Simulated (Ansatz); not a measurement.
## IMg (charge +1): a polarisability from point charges, step by step

Program: the Ansatz DFT code, driven from Python.

Interactive session:
```pycon
>>> import ansatz as az
>>> from ase import Atoms
>>> import numpy as np
>>> atoms = Atoms(["Mg", "I"], positions=[
...     [0.0, 0.0, 0.0],
...     [0.0, 0.0, 2.765],
... ])
>>> system = az.Crystal.molecule_from_ase(atoms)
>>> setup = (
...     system.calculation()
...     .basis(gaussian="def2-SVPD")
...     .functional("hf")
...     .charge(1)
...     .forces()
... )
>>> # charges +q and -q at -R and +R make a nearly even field 2 k q / R^2 at the centre
>>> centre = np.mean([site.position_ang for site in system.cartesian_sites], axis=0)
>>> field = 2 * 14.399645 * 4.0 / 25.0 ** 2
>>> def dipole(axis, sign):
...     arm = 25.0 * np.eye(3)[axis]
...     pair = [{"charge": sign * 4.0, "position_ang": (centre - arm).tolist()}, {"charge": -sign * 4.0, "position_ang": (centre + arm).tolist()}]
...     deck = setup.input().set(az.key.basis.gaussian.point_charges, pair)
...     return np.array(az.Session.from_dict(deck).plan().execute().report["charge_distribution"]["dipole_moment_e_ang"])
...
>>> print(f"field {field:.4f} V/A")
field 0.1843 V/A
>>> alpha = np.array([(dipole(axis, 1) - dipole(axis, -1)) / (2 * field) * 14.399645 for axis in range(3)])

>>> print("polarisability tensor (A^3)")
polarisability tensor (A^3)
>>> print(np.array2string(alpha, precision=3, suppress_small=True))
[[ 6.756  0.    -0.   ]
 [-0.     6.756 -0.   ]
 [-0.    -0.    13.649]]
>>> print(f"mean {np.trace(alpha) / 3:.3f} A^3 = {np.trace(alpha) / 3 / 0.14818471:.2f} bohr^3")
mean 9.054 A^3 = 61.10 bohr^3
```

What to keep in mind:
- The geometry is a force-field or estimated start, not a minimum of this method, and the basis set is short of its limit. The field of two point charges is only nearly even.
- def2 sets replace the cores of elements past krypton by effective core potentials.
- The spin state was assumed, and another may lie lower.
- The whole script took 4.8 s on 1 thread of Arm Neoverse V1 (shared host), peak memory 0.17 GiB.

(Lines on the test bed's own set-up are left out of the output.)
